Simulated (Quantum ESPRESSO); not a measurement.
In3Se:

```xyz
4
Lattice="4.8038 0.0000 0.0000 0.0000 4.8038 0.0000 0.0000 0.0000 4.8038" Properties=species:S:1:pos:R:3 pbc="T T T"
In    2.4019    2.4019    0.0000
In    2.4019    0.0000    2.4019
In    0.0000    2.4019    2.4019
Se    0.0000    0.0000    0.0000
```

The cell comes from a database or a generator and needn't be the stable form of this composition.

| Item | Value |
| --- | --- |
| Program | Quantum ESPRESSO 7.5 |
| Task | single point |
| Functional | PBEsol |
| Potentials or basis | GBRV 1.5 PBEsol |
| Cutoff | 762 eV |
| Density cutoff | 6095 eV |
| k mesh | 6 × 6 × 6 |
| Occupations | fermi-dirac, width 0.05 eV |
| Spin | no spin polarisation |

On this cell: pressure -3.1 GPa; largest force zero by symmetry; band gap on the k mesh none (metal or under the smearing width).

The same run follows on a disturbed copy (atoms moved at random, drawn with an rms of 0.05 Å):

```
In Se
1.0
     4.80376    0.00000    0.00000
     0.00000    4.80376    0.00000
     0.00000    0.00000    4.80376
In Se
3 1
Direct
  0.48741 0.50876 0.00027
  0.50240 0.99353 0.49784
  0.99282 0.49728 0.49887
  0.99876 0.00056 0.00079
```

What does the disturbed cell give?

The energy (extrapolated to zero smearing) moves by +0.7 meV/atom; pressure -3.1 GPa; largest force 0.091 eV/Å; band gap on the k mesh none (metal or under the smearing width).

Forces on the atoms (eV/Å):
```
In   0.000 -0.057 -0.021
In  -0.021  0.088  0.011
In   0.013 -0.041  0.009
Se   0.008  0.010  0.001
```
